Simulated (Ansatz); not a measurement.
**C3H4ClFSi: a ladder of functionals and wavefunction methods**

An exercise on one series of results from a longer session: the logs are not shown, and one member is left open.

Method: functionals in def2-TZVPP, the program's frozen cores in correlated methods; program: Ansatz 0.2.0, Gaussian basis.

Levels to be run: LDA (SPW92), PBE-D4, revPBE-D4, BLYP-D4, r2SCAN-D4, B97M-V, PBE0-D4, B3LYP-D4, r2SCANh-D4, r2SCAN0-D4, HSE06-D4, BHLYP-D4, CAM-B3LYP-D4, LC-ωPBE, ωB97X-V, ωB97M-V, B2PLYP, PBE-QIDH; CCSD(T)/def2-SVP; CCSD(T)/def2-TZVPP; MP2/def2-QZVPP; extrapolation to the limit; RPA on PBE.

### The relaxed structure

All runs share one geometry, relaxed beforehand with PBE0-D4 in a triple-zeta def2 set.

SMILES `C#C[Si](C)(F)Cl`, 10 atoms, charge 0, spin multiplicity 1.

Atoms are counted from 1 here; the program's logs count them from 0.

Bond lengths: C1–C2 1.205 Å, C1–H7 1.066 Å, C2–Si3 1.814 Å, Si3–C4 1.839 Å, Si3–F5 1.590 Å, Si3–Cl6 2.041 Å, C4–H8 1.092 Å, C4–H9 1.092 Å, C4–H10 1.093 Å. Angles: C2–C1–H7 179.6°, C1–C2–Si3 178.0°, C2–Si3–C4 112.7°, C2–Si3–F5 107.9°, C2–Si3–Cl6 108.4°, C4–Si3–F5 109.8°, C4–Si3–Cl6 110.7°, F5–Si3–Cl6 107.2°, Si3–C4–H8 110.5°, Si3–C4–H9 110.3°, Si3–C4–H10 110.1°, H8–C4–H9 108.6°, H8–C4–H10 108.8°, H9–C4–H10 108.5°.

The first run:

The input, in.yaml:

```yaml
crystal:
  periodic: [false, false, false]
  atoms:
    - {symbol: C, position_ang: [-2.412071, -0.900035, 0.507784]}
    - {symbol: C, position_ang: [-1.453338, -0.236750, 0.201958]}
    - {symbol: Si, position_ang: [0.025895, 0.716988, -0.235212]}
    - {symbol: C, position_ang: [1.566739, -0.283496, -0.150004]}
    - {symbol: F, position_ang: [-0.171701, 1.275218, -1.710829]}
    - {symbol: Cl, position_ang: [0.142917, 2.331027, 1.008404]}
    - {symbol: H, position_ang: [-3.264815, -1.480923, 0.777131]}
    - {symbol: H, position_ang: [2.432274, 0.324741, -0.420808]}
    - {symbol: H, position_ang: [1.713887, -0.667242, 0.861566]}
    - {symbol: H, position_ang: [1.503313, -1.130628, -0.837087]}
basis:
  gaussian: {orbitals: def2-TZVPP}
hamiltonian: {xc: lda}
output: {orbitals: {seedname: orbitals}}
```

Started as:

```console
ansatz run in.yaml --threads 4 --pin off --events-out ev --progress --plain --max-ram 10444MiB
```

Steps of the session up to this table: LDA; PBE-D4 (GGA); revPBE-D4 (GGA); BLYP-D4 (GGA); r2SCAN-D4 (meta-GGA); B97M-V (meta-GGA); PBE0-D4 (hybrid); B3LYP-D4 (hybrid); r2SCANh-D4 (hybrid); r2SCAN0-D4 (hybrid); HSE06-D4 (hybrid); BHLYP-D4 (hybrid); CAM-B3LYP-D4 (range-separated); LC-ωPBE (range-separated); ωB97X-V (range-separated); ωB97M-V (range-separated); B2PLYP (double hybrid); PBE-QIDH (double hybrid).

One of the session's tables, all rows but one given; the rest of the session is left out.

It belongs to the step «Orbital energies across the functionals». 

| functional | HOMO (eV) | gap (eV) |
| --- | --- | --- |
| LDA (SPW92) | -7.60 | 5.84 |
| PBE-D4 | -7.41 | 5.91 |
| revPBE-D4 | -7.34 | 5.95 |
| BLYP-D4 | -7.23 | 5.90 |
| r2SCAN-D4 | -7.68 | 6.42 |
| B97M-V | -7.67 | 6.47 |
| PBE0-D4 | -8.67 | 8.12 |
| B3LYP-D4 | -8.41 | 7.66 |
| r2SCANh-D4 | -8.15 | 7.23 |
| r2SCAN0-D4 | -8.85 | 8.44 |
| HSE06-D4 | -8.27 | 7.33 |
| BHLYP-D4 | -9.75 | 10.27 |
| CAM-B3LYP-D4 | -10.04 | 10.62 |
| LC-ωPBE | -11.50 | 13.24 |
| ωB97X-V | -11.07 | 12.73 |
| ωB97M-V | ? | ? |

Q: Estimate the row for ωB97M-V from the others.

The run gave: HOMO (eV): -10.93; gap (eV): 12.45. In the column «HOMO (eV)» it lies between ωB97X-V (-11.07) and CAM-B3LYP-D4 (-10.04).
